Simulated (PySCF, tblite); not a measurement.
**C₄H₄FN₂O radical: geometry, infrared bands and EPR parameters**

What infrared bands and EPR parameters should C₄H₄FN₂O radical (`FCOc1[c]cn[nH]1`) show?

Programs: tblite 0.8.0 and PySCF 2.14.0, with density-fitted response routines of our own. Each step states its level of theory. These are calculated values for one molecule in the gas phase, unless marked as measured. Atoms are numbered from 0 throughout.

## 1. The molecule as given

12 atoms, charge 0, multiplicity 2; geometry from: force field or distance geometry start.

Bonds of the start (Å): F0–C1 1.37, C1–O2 1.41, O2–C3 1.40, C3–C4 1.38, C4–C5 1.40, C5–N6 1.36, N6–N7 1.33, N7–C3 1.34, C1–H8 1.11, C1–H9 1.13, C5–H10 1.07, N7–H11 1.05.

## 2. Geometry optimisation with GFN2-xTB

The job: settings as JSON, then the geometry in Å.

```
{"job": {"kind": "relax", "xc": "GFN2-xTB", "basis": "xTB"}, "charge": 0, "multiplicity": 2}
F      1.808700     1.554300     1.062500
C      2.107900     0.550200     0.176900
O      1.223800    -0.534900     0.382900
C     -0.158900    -0.415000     0.215200
C     -0.772100     0.774000    -0.133600
C     -2.136300     0.478600    -0.194300
N     -2.308400    -0.828700     0.124700
N     -1.110700    -1.350200     0.378100
H      2.153900     0.893100    -0.873800
H      3.136000     0.121800     0.388900
H     -2.960200     1.114700    -0.433900
H     -0.982500    -2.358500     0.645300
```

Run with:

```
> OMP_NUM_THREADS=1 python probes_run.py task.json out
```

The driver reads the jobs from task.json and runs them one after another.

Log:

```text
step      E/eV     max force
  0    -683.16576    2.406
  1    -683.34106    1.590
  2    -683.42412    0.864
  3    -683.49450    0.573
  4    -683.51295    0.436
  5    -683.52882    0.363
  6    -683.54257    0.387
  7    -683.55521    0.267
  8    -683.56174    0.257
  9    -683.56577    0.192
 10    -683.56888    0.149
 11    -683.57121    0.125
 12    -683.57249    0.090
 13    -683.57322    0.073
 14    -683.57388    0.069
 15    -683.57450    0.071
 16    -683.57500    0.057
 17    -683.57547    0.071
 18    -683.57611    0.093
 19    -683.57711    0.109
 20    -683.57849    0.104
 21    -683.58015    0.152
 22    -683.58219    0.196
 23    -683.58485    0.196
 24    -683.58782    0.186
 25    -683.59033    0.162
 26    -683.59218    0.119
 27    -683.59345    0.089
 28    -683.59410    0.059
 29    -683.59420    0.083
 30    -683.59444    0.038
 31    -683.59450    0.029
 32    -683.59470    0.035
 33    -683.59486    0.041
 34    -683.59509    0.044
 35    -683.59533    0.041
 36    -683.59567    0.046
 37    -683.59608    0.051
 38    -683.59658    0.051
 39    -683.59715    0.073
 40    -683.59780    0.082
 41    -683.59850    0.091
 42    -683.59910    0.079
 43    -683.59953    0.049
 44    -683.59986    0.056
 45    -683.60012    0.049
 46    -683.60031    0.035
 47    -683.60044    0.034
 48    -683.60055    0.039
 49    -683.60069    0.039
 50    -683.60086    0.025
 51    -683.60096    0.019
 52    -683.60101    0.014
 53    -683.60104    0.014
 54    -683.60106    0.013
 55    -683.60107    0.011
 56    -683.60110    0.013
 57    -683.60114    0.020
 58    -683.60119    0.021
 59    -683.60123    0.020
 60    -683.60126    0.021
 61    -683.60129    0.018
 62    -683.60133    0.014
 63    -683.60136    0.014
 64    -683.60138    0.011
 65    -683.60139    0.009
```

It took 0.32 s on 1 thread of Arm Neoverse V1, shared host.

Along the way: (not every step is listed)

| step | energy from step 0 (eV) | largest force (eV/Å) |
| --- | --- | --- |
| 0 | 0.0000 | 2.4056 |
| 1 | -0.1753 | 1.5903 |
| 2 | -0.2584 | 0.8638 |
| 3 | -0.3287 | 0.5731 |
| 4 | -0.3472 | 0.4358 |
| 5 | -0.3631 | 0.3625 |
| 6 | -0.3768 | 0.3868 |
| 7 | -0.3895 | 0.2667 |
| 8 | -0.3960 | 0.2570 |
| 13 | -0.4075 | 0.0729 |
| 18 | -0.4103 | 0.0929 |
| 23 | -0.4191 | 0.1964 |
| 28 | -0.4283 | 0.0591 |
| 33 | -0.4291 | 0.0409 |
| 38 | -0.4308 | 0.0513 |
| 43 | -0.4338 | 0.0491 |
| 48 | -0.4348 | 0.0393 |
| 53 | -0.4353 | 0.0141 |
| 58 | -0.4354 | 0.0210 |
| 60 | -0.4355 | 0.0206 |
| 61 | -0.4355 | 0.0179 |
| 62 | -0.4356 | 0.0136 |
| 63 | -0.4356 | 0.0142 |
| 64 | -0.4356 | 0.0114 |
| 65 | -0.4356 | 0.0089 |

Distances of close pairs at the start and the end, largest changes first:

| bond | before (Å) | after (Å) | change (Å) |
| --- | --- | --- | --- |
| N7–H11 | 1.051 | 1.008 | -0.043 |
| C1–O2 | 1.415 | 1.376 | -0.039 |
| C1–H9 | 1.134 | 1.095 | -0.039 |
| C5–N6 | 1.357 | 1.318 | -0.038 |
| O2–C3 | 1.398 | 1.362 | -0.036 |
| N6–N7 | 1.331 | 1.346 | +0.015 |
| C4–C5 | 1.397 | 1.388 | -0.009 |
| C3–C4 | 1.383 | 1.376 | -0.006 |

The next job starts from the end point, and lists it.

## 3. Infrared spectrum with GFN2-xTB

The job: settings as JSON, then the geometry in Å.

```
{"job": {"kind": "ir", "xc": "GFN2-xTB", "basis": "xTB"}, "charge": 0, "multiplicity": 2}
F      2.038158     1.273198     1.317463
C      2.062546     0.478548     0.203480
O      1.224824    -0.602176     0.358577
C     -0.097082    -0.329791     0.174772
C     -0.774229     0.760761    -0.320929
C     -2.122744     0.431617    -0.301348
N     -2.263343    -0.794243     0.163177
N     -1.034466    -1.258546     0.454426
H      1.768557     1.119242    -0.642473
H      3.083709     0.096433     0.099775
H     -2.971031     1.008928    -0.601125
H     -0.913700    -2.184655     0.832899
```

Log:

```text
mode    cm-1     km/mol
  1      54.7      3.21
  2      76.5      3.63
  3     192.6      7.23
  4     281.4      3.00
  5     406.2      2.74
  6     520.8     53.84
  7     548.2      7.63
  8     568.4     53.50
  9     629.3     30.10
 10     655.7     18.15
 11     832.0      8.23
 12     841.9     80.32
 13     969.0     30.30
 14     987.0    180.63
 15    1058.3     63.18
 16    1089.0     57.42
 17    1104.2    113.94
 18    1131.8     11.71
 19    1222.9     67.34
 20    1238.3      1.54
 21    1320.9     15.97
 22    1350.6     56.24
 23    1366.8     22.01
 24    1403.2      1.26
 25    1452.9     76.60
 26    1551.5    220.51
 27    2884.7     27.63
 28    2962.0     15.39
 29    3200.7      5.20
 30    3449.4     29.18
```

Run time: 0.3 s. Hardware: 1 thread of Arm Neoverse V1, shared host.

Which atoms move in the most intense modes:

| cm⁻¹ | km/mol | atoms |
| --- | --- | --- |
| 842 | 80.3 | N6 36 %, C5 26 %, N7 14 %, C4 12 % |
| 987 | 180.6 | C1 58 %, F0 35 % |
| 1058 | 63.2 | H10 31 %, H11 14 %, C1 13 %, N7 11 % |
| 1089 | 57.4 | C1 30 %, O2 20 %, H8 17 %, H11 13 % |
| 1104 | 113.9 | O2 33 %, C1 24 %, N7 13 % |
| 1223 | 67.3 | N6 24 %, N7 23 %, C3 22 % |
| 1453 | 76.6 | C5 28 %, C3 28 %, N6 20 %, N7 18 % |
| 1552 | 220.5 | C3 60 %, C4 21 % |

## 4. g tensor and hyperfine couplings: B3LYP/pcH-1

Same as in step 3 but for these lines:

```diff
@@ -1,2 +1,2 @@
-{"job": {"kind": "ir", "xc": "GFN2-xTB", "basis": "xTB"}, "charge": 0, "multiplicity": 2}
+{"job": {"kind": "epr", "basis": "pcH-1"}, "charge": 0, "multiplicity": 2}
 F      2.038158     1.273198     1.317463
```

Level: UKS B3LYP, pcH-1 on C F H N O, non-relativistic, mean-field spin-orbit, GIAO.

Log:

```text
UKS, coarse grid
  cycle   1  E = -439.18224161  |g| = 5.32e-01
  cycle   2  E = -439.06887233  |g| = 7.98e-01
  cycle   3  E = -439.27945480  |g| = 7.66e-02
  cycle   4  E = -439.28080647  |g| = 5.54e-02
  cycle   5  E = -439.28210125  |g| = 1.23e-02
  cycle   6  E = -439.28218862  |g| = 5.32e-03
  cycle   7  E = -439.28220886  |g| = 3.19e-03
  cycle   8  E = -439.28221578  |g| = 1.84e-03
  cycle   9  E = -439.28221914  |g| = 7.43e-04
UKS, final grid
  cycle   1  E = -439.28228633  |g| = 1.23e-03
  cycle   2  E = -439.28228443  |g| = 2.49e-03
  cycle   3  E = -439.28228723  |g| = 2.96e-04
  cycle   4  E = -439.28228730  |g| = 1.30e-04
  cycle   5  E = -439.28228739  |g| = 1.08e-04
  cycle   6  E = -439.28228741  |g| = 2.63e-05
  cycle   7  E = -439.28228741  |g| = 1.53e-05
E = -439.28228741 Eh   <S^2> = 0.7558 (exact 0.7500)
g shifts (ppm)      1          2          3
  rmc          -169       -169       -169
  gc             35         16         32
  oz_so        -605         -2        316
  total        -739       -154        179
hyperfine (MHz)  atom isotope    a_iso     a_fc   dipolar eigenvalues
    0   19F      -0.15      -0.15     -5.48      1.25      4.23
    1   13C       4.46       4.46     -1.75     -0.57      2.32
    2   17O      -0.22      -0.22     -1.30     -0.65      1.95
    3   13C      54.41      54.41    -15.07     -3.23     18.31
    4   13C     486.69     486.69    -73.84    -59.63    133.47
    5   13C      14.49      14.49    -12.05     -3.25     15.30
    6   14N      -3.11      -3.11     -5.46     -4.68     10.14
    7   14N      26.16      26.16     -1.33     -0.72      2.05
    8    1H       3.99       3.99     -6.40     -4.00     10.39
    9    1H       0.92       0.92     -1.55     -1.29      2.85
   10    1H       4.99       4.99     -6.12     -4.14     10.27
   11    1H       8.37       8.37     -3.31     -1.29      4.60
```

Wall time 55 s (1 thread of Arm Neoverse V1, shared host); peak memory 0.85 GiB.

Principal g values 2.00158, 2.00216, 2.00250; g(iso) = 2.00208, against 2.00232 for a free electron.

Mean a(iso) over the nuclei that a row names, and the largest dipolar term of the row (other rows stand at the frozen geometry):

| nuclei | isotope | a(iso) (MHz) | a(iso) (G, at g = 2.0023) | largest dipolar term (MHz) |
| --- | --- | --- | --- | --- |
| C4 | 13C | 486.7 | 173.7 | 133.5 |
| C3 | 13C | 54.4 | 19.4 | 18.3 |
| N7 | 14N | 26.2 | 9.3 | 2.0 |
| C5 | 13C | 14.5 | 5.2 | 15.3 |
| H11 | 1H | 8.4 | 3.0 | 4.6 |
| H10 | 1H | 5.0 | 1.8 | 10.3 |
| C1 | 13C | 4.5 | 1.6 | 2.3 |
| N6 | 14N | -3.1 | -1.1 | 10.1 |
| H8, H9 | 1H | 2.5 | 0.9 | 10.4 |
| O2 | 17O | -0.2 | -0.1 | 1.9 |
| F0 | 19F | -0.2 | -0.1 | -5.5 |

Mulliken spin populations:

| atom | value (e) |
| --- | --- |
| F0 | 0.00 |
| C1 | 0.01 |
| O2 | 0.00 |
| C3 | -0.05 |
| C4 | 0.98 |
| C5 | -0.03 |
| N6 | 0.08 |
| N7 | 0.01 |
| H8 | 0.00 |
| H9 | 0.00 |
| H10 | 0.00 |
| H11 | 0.01 |

In first order the couplings over 0.8 MHz of 14N, 1H give 108 distinct lines over 27.4 G, if the averaged nuclei exchange fast; the same motion can average rows kept apart here too.

Orbitals, density, ELF and potential are computed afterwards from the orbital file.

ELF in a plane through or near 10 of the atoms.

Ten even steps from ' ' (0.00) to '@' (1.00):
```
                                                        
                                                        
                                                        
                              ..====..                  
                              ##@@@@##                  
                  ..::--    ..%%@@@@##                  
                  ==%%%%==    ++@@@@==  ::++==..        
        ==##**..  ++%%%%**..::**::::++==%%%%##++        
      ::@@@@@@%%::++++--##====%%==++%%++@@@@%%**..      
      ==@@@@@@@@++++%%**##..##::--::++::++%%**--        
      ::**##%%%%--..++::::++**%%--::##%%**::..          
            ..::++%%##....****----%%**..++--            
              ..++%%##  ..####..==%%::++@@@@##--        
                --**++  ::%%@@%%##++++@@@@@@@@%%..      
                  ..    ::##%%##==  ..%%@@@@@@**        
                        ..==++==..    --%%%%++          
                                                        
                                                        
                                                        
                                                        
```
The map spans 11.3 Å across and 9.5 Å up, centred on the molecule. Atoms in the plane (x, y in Å): C1 (-2.1, -0.2), O2 (-1.1, 0.8), C3 (0.1, 0.3), C4 (0.7, -1.0), C5 (2.0, -0.8), N6 (2.4, 0.4), N7 (1.2, 1.1), H9 (-3.0, 0.3), H10 (2.8, -1.6), H11 (1.2, 2.1).

log10 of the density (e/Å³) in the same plane.

Values, 10 rows by 14 columns:
```
-4.0 -4.0 -4.0 -4.0 -4.0 -4.0 -4.0 -4.0 -4.0 -4.0 -4.0 -4.0 -4.0 -4.0
-4.0 -4.0 -4.0 -4.0 -4.0 -4.0 -4.0 -3.8 -3.1 -3.4 -4.0 -4.0 -4.0 -4.0
-4.0 -4.0 -4.0 -4.0 -3.5 -2.6 -2.6 -2.0 -0.9 -1.4 -2.8 -3.9 -4.0 -4.0
-4.0 -3.9 -2.8 -2.3 -1.6 -0.6 -0.8 -1.0  0.3 -0.3 -1.2 -1.9 -3.1 -4.0
-4.0 -3.2 -1.7 -0.8 -0.6  0.7  0.4  0.1  0.6  0.4  0.3 -1.0 -2.3 -4.0
-4.0 -3.1 -1.5 -0.4  0.8  0.0 -0.3  0.3 -0.2  0.2  0.0 -1.3 -2.5 -4.0
-4.0 -3.8 -2.5 -1.6 -0.5 -0.6 -1.1  0.0  0.4  0.3  0.2 -1.1 -2.5 -4.0
-4.0 -4.0 -3.8 -2.9 -2.1 -2.0 -1.8 -1.2 -1.1 -1.2 -0.8 -1.6 -2.8 -4.0
-4.0 -4.0 -4.0 -4.0 -3.8 -3.6 -3.1 -2.7 -2.7 -2.9 -2.7 -3.2 -4.0 -4.0
-4.0 -4.0 -4.0 -4.0 -4.0 -4.0 -4.0 -4.0 -4.0 -4.0 -4.0 -4.0 -4.0 -4.0
```
The map spans 11.3 Å across and 9.5 Å up, centred on the molecule. Atoms in the plane (x, y in Å): C1 (-2.1, -0.2), O2 (-1.1, 0.8), C3 (0.1, 0.3), C4 (0.7, -1.0), C5 (2.0, -0.8), N6 (2.4, 0.4), N7 (1.2, 1.1), H9 (-3.0, 0.3), H10 (2.8, -1.6), H11 (1.2, 2.1).

On the surface of density 0.002 e/bohr³ the electrostatic potential runs, from the 1st to the 99th percentile, from -1.52 V near N6 to 2.38 V near H11.

The spin density lies nearest to C4 77 %; N6 7 %.

## 5. What came out

| quantity | value |
| --- | --- |
| strongest single infrared mode (GFN2-xTB) | 1552 cm⁻¹, 221 km/mol |
| zero-point energy (GFN2-xTB) | 50.5 kcal/mol |
| g(iso) (B3LYP) | 2.00208 |
| ⟨S²⟩ | 0.756 (exact 0.75) |
| largest a(iso) (averaged by class) | 13C on C4, 486.7 MHz |
| potential on the surface of density 0.002 e/bohr³, 1st and 99th percentile | -1.52 V and 2.38 V |

In words: Relaxing lowered the energy by 0.436 eV in 65 steps; the close pair that moved most is N7–H11, from 1.051 to 1.008 Å. All 30 modes are real, so the xTB geometry is a minimum. The strongest single mode, at 1552 cm⁻¹, moves mainly C3. GFN2-xTB is a fitted tight-binding method: band positions and strengths are rough. Its intensities can rank the bands wrongly. Most of the unpaired spin sits on C4 (0.98 e). The isotropic g lies 0.2 ppt below the free-electron value.
